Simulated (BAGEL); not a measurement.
# doublet GeSiH3ClO+ at 3 levels

Wanted: a comparison of 3 runs (UHF/STO-3G, UHF/3-21G, ROHF/6-31G*) of doublet GeSiH3ClO+. 

Program for the calculation: BAGEL 1.2.2.

1 further run of the same task is left out (set aside as unsound or not needed).

### 1 The structure to begin with

GeSiH3ClO+: 7 atoms, total charge +1, spin state doublet. As SMILES of the parent species, `Cl[SiH]1[O][GeH2]1`. The shape is that of a PBE0-D4/def2-TZVP optimisation. That shape belongs to the parent species and isn't relaxed for this state.

Bond lengths: Cl1–Si2 2.039 Å, Si2–O3 1.633 Å, Si2–Ge4 2.255 Å, O3–Ge4 1.905 Å, Si2–H5 1.478 Å, Ge4–H6 1.535 Å, Ge4–H7 1.534 Å. Some angles: Cl1–Si2–O3 117.0°, Cl1–Si2–Ge4 122.5°, O3–Si2–Ge4 56.0°, Si2–O3–Ge4 78.8°, Si2–Ge4–O3 45.3°, Cl1–Si2–H5 107.1°, O3–Si2–H5 118.0°, Ge4–Si2–H5 126.8°, Si2–Ge4–H6 124.6°, Si2–Ge4–H7 122.6°.

### 2 The energy at UHF/STO-3G (density fitting with cc-pvqz-jkfit) (run 1)

hf.json reads:

```json
{ "bagel" : [

{
  "title" : "molecule",
  "basis" : "sto-3g",
  "df_basis" : "cc-pvqz-jkfit",
  "angstrom" : "true",
  "geometry" : [
    { "atom" : "Cl", "xyz" : [       0.946700,      -2.488800,       0.655700 ] },
    { "atom" : "Si", "xyz" : [      -0.269300,      -1.038200,      -0.101800 ] },
    { "atom" : "O", "xyz" : [       0.399800,       0.013200,      -1.157400 ] },
    { "atom" : "Ge", "xyz" : [       0.044800,       1.152900,       0.326900 ] },
    { "atom" : "H", "xyz" : [      -1.538000,      -1.691900,      -0.484400 ] },
    { "atom" : "H", "xyz" : [      -0.900200,       2.274100,      -0.128200 ] },
    { "atom" : "H", "xyz" : [       1.377500,       1.710600,       0.843500 ] }
  ]
},

{
  "title" : "uhf",
  "charge" : 1,
  "nopen" : 1
},

{
  "title" : "print",
  "file" : "orbitals.molden",
  "orbitals" : "true"
}

]}
```

On the command line:

```console
$ BAGEL_NUM_THREADS=1 BAGEL hf.json > hf.out
```

Log:

```text
* using 1 threads per process

  ===============================================================
  ===============================================================

  *** Geometry ***

[... 23 lines left out ...]
      * DIIS with orbital gradients will be used.

  === UHF iteration (sto-3g) ===
      0      -2867.14763884          0.02783314           0.13
      1      -2867.28424854          0.01713983           0.13
      2      -2867.32129016          0.00928805           0.12
[... 25 lines of this table left out ...]
     28      -2867.35082231          0.00000000           0.13
    * SCF iteration converged.

    * S^2 (UHF) is 0.7798

    * Permanent dipole moment:
           (    1.175879,    -1.299849,     0.146809) a.u.

    * METHOD: UHF                                  4.00

    * METHOD: PRINT                                0.00

  ===============================================================
```

It took 4.8 s on 1 thread of Intel Xeon 6975P-C (Granite Rapids), shared host; peak memory 0.12 GiB.

### 3 A single-point energy at UHF/3-21G (density fitting with cc-pvqz-jkfit) (run 2)

hf.json reads:

```json
{ "bagel": [

{
  "title": "molecule",
  "basis": "3-21g",
  "df_basis": "cc-pvqz-jkfit",
  "angstrom": true,
  "geometry": [
    { "atom": "Cl", "xyz": [    0.946700,   -2.488800,    0.655700 ] },
    { "atom": "Si", "xyz": [   -0.269300,   -1.038200,   -0.101800 ] },
    { "atom": "O", "xyz": [    0.399800,    0.013200,   -1.157400 ] },
    { "atom": "Ge", "xyz": [    0.044800,    1.152900,    0.326900 ] },
    { "atom": "H", "xyz": [   -1.538000,   -1.691900,   -0.484400 ] },
    { "atom": "H", "xyz": [   -0.900200,    2.274100,   -0.128200 ] },
    { "atom": "H", "xyz": [    1.377500,    1.710600,    0.843500 ] }
  ]
},
{
  "title": "uhf",
  "charge": 1,
  "nopen": 1
},
{
  "title": "print",
  "file": "orbitals.molden",
  "orbitals": true
}

]}
```

On the command line:

```console
$ BAGEL_NUM_THREADS=1 BAGEL hf.json > hf.out
```

Log:

```text
* using 1 threads per process

  ===============================================================
  ===============================================================

  *** Geometry ***

[... 23 lines left out ...]
      * DIIS with orbital gradients will be used.

  === UHF iteration (3-21g) ===
      0      -2885.67863624          0.04207567           0.22
      1      -2885.77700281          0.04047246           0.21
      2      -2885.82065961          0.03440857           0.21
[... 27 lines of this table left out ...]
     30      -2885.92327252          0.00000001           0.21
    * SCF iteration converged.

    * S^2 (UHF) is 0.7795

    * Permanent dipole moment:
           (    1.270895,    -1.293004,    -0.379405) a.u.

    * METHOD: UHF                                  6.63

    * METHOD: PRINT                                0.01

  ===============================================================
```

It took 7.5 s on 1 thread of Intel Xeon 6975P-C (Granite Rapids), shared host; peak memory 0.16 GiB.

### 4 The energy at ROHF/6-31G(d) (density fitting with cc-pvqz-jkfit, spherical functions) (run 3)

hf.json: that of step 3 with these lines changed.

```diff
@@ -4,3 +4,3 @@
   "title": "molecule",
-  "basis": "3-21g",
+  "basis": "6-31gs.json",
   "df_basis": "cc-pvqz-jkfit",
@@ -18,3 +18,3 @@
 {
-  "title": "uhf",
+  "title": "rohf",
   "charge": 1,
```

The basis set 6-31G* is read from a file made from the Basis Set Exchange's data (not shown).

On the command line:

```console
$ BAGEL_NUM_THREADS=1 BAGEL hf.json > hf.out
```

Log:

```text
* using 1 threads per process

  ===============================================================
  ===============================================================

  *** Geometry ***

[... 23 lines left out ...]
      * DIIS with orbital gradients will be used.

  === ROHF iteration (6-31gs.json) ===
      0      -2899.51090635          0.03924584           0.32
      1      -2899.57788924          0.04026526           0.31
      2      -2899.63177583          0.03399894           0.31
[... 23 lines of this table left out ...]
     26      -2899.80248676          0.00000001           0.30
    * SCF iteration converged.

    * S^2 (ROHF) is 0.7500

    * Permanent dipole moment:
           (    1.112009,    -1.052835,    -0.679046) a.u.

    * METHOD: ROHF                                 8.52

    * METHOD: PRINT                                0.01

  ===============================================================
```

Wall time 9.3 s (1 thread of Intel Xeon 6975P-C (Granite Rapids), shared host); peak memory 0.21 GiB.

### 5 Overview of the runs

| run | level | energy (Eh) | ⟨S²⟩ | wall time |
| --- | --- | --- | --- | --- |
| 1 | UHF/STO-3G (density fitting with cc-pvqz-jkfit) | -2867.350822 | 0.780 | 4.8 s |
| 2 | UHF/3-21G (density fitting with cc-pvqz-jkfit) | -2885.923273 | 0.779 | 7.5 s |
| 3 | ROHF/6-31G* (density fitting with cc-pvqz-jkfit, spherical functions) | -2899.802487 | 0.750 | 9.3 s |

### 6 Summary of results

| quantity | value |
| --- | --- |
| run 3: total energy | -2899.80249 Eh |
| run 3: ⟨S²⟩ | 0.750 |

In words: In run 1 the basis is minimal, so the values are rough. All runs together took 22 s, the longest 9.3 s.
